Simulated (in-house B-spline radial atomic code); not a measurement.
**Gd⁷⁺: ionisation energy by several methods**

An exercise on one series of results from a longer session: the logs are not shown, and one member is left open.

Program: in-house B-spline radial atomic code version 1. Level of theory: Dirac-Coulomb, several functionals; spherical all-electron atom at the radial basis limit. These are calculated values, not measurements, unless marked.

## The atom as given

* element: gadolinium (Z = 64)
* charge: +7
* electrons: 57
* configuration: [Kr] 4d10 4f6 5s2 5p3
* nucleus: Fermi, rms radius 5.157 fm

The outer shells:

[Kr] 4d10 4f6 5s2 5p3
```
[Kr] core
4d [↑↓][↑↓][↑↓][↑↓][↑↓]
4f [↑ ][↑ ][↑ ][↑ ][↑ ][↑ ][  ]
5s [↑↓]
5p [↑ ][↑ ][↑ ]
```

The boxes only draw the filling; these runs are spin-restricted and spherical.

Set-up of the first run:

Settings of the run:

```ini
Z = 64
electrons = 57.0
configuration = [Kr] 4d10 4f6 5s2 5p3
hamiltonian = dirac
method = b88,p86
spin_polarised = False
nucleus = fermi
rms_radius = 5.1569
mass_number = 158
atomic_mass = 157.9241112
speed_of_light = 137.035999084
```

Among the steps run: BP86, a GGA; exchange-only LDA; PW91, a GGA; LDA (PW92); BLYP, a GGA; RPBE, a GGA.

One table of the session follows, with a row left open; its other results are not shown here.

```
           method  ΔSCF (eV)  with Breit, QED, recoil (eV)
exchange-only LDA     119.29                        119.18
       LDA (PW92)     121.02                        120.91
             BP86     120.74                        120.64
             PW91          ?                             ?
             BLYP     120.49                        120.39
             RPBE     120.41                        120.31
```

Q: Estimate the row for PW91 from the others.

**Answer.** ΔSCF (eV): 120.69; with Breit, QED, recoil (eV): 120.59. In the column «ΔSCF (eV)» it lies between BLYP (120.49) and BP86 (120.74).
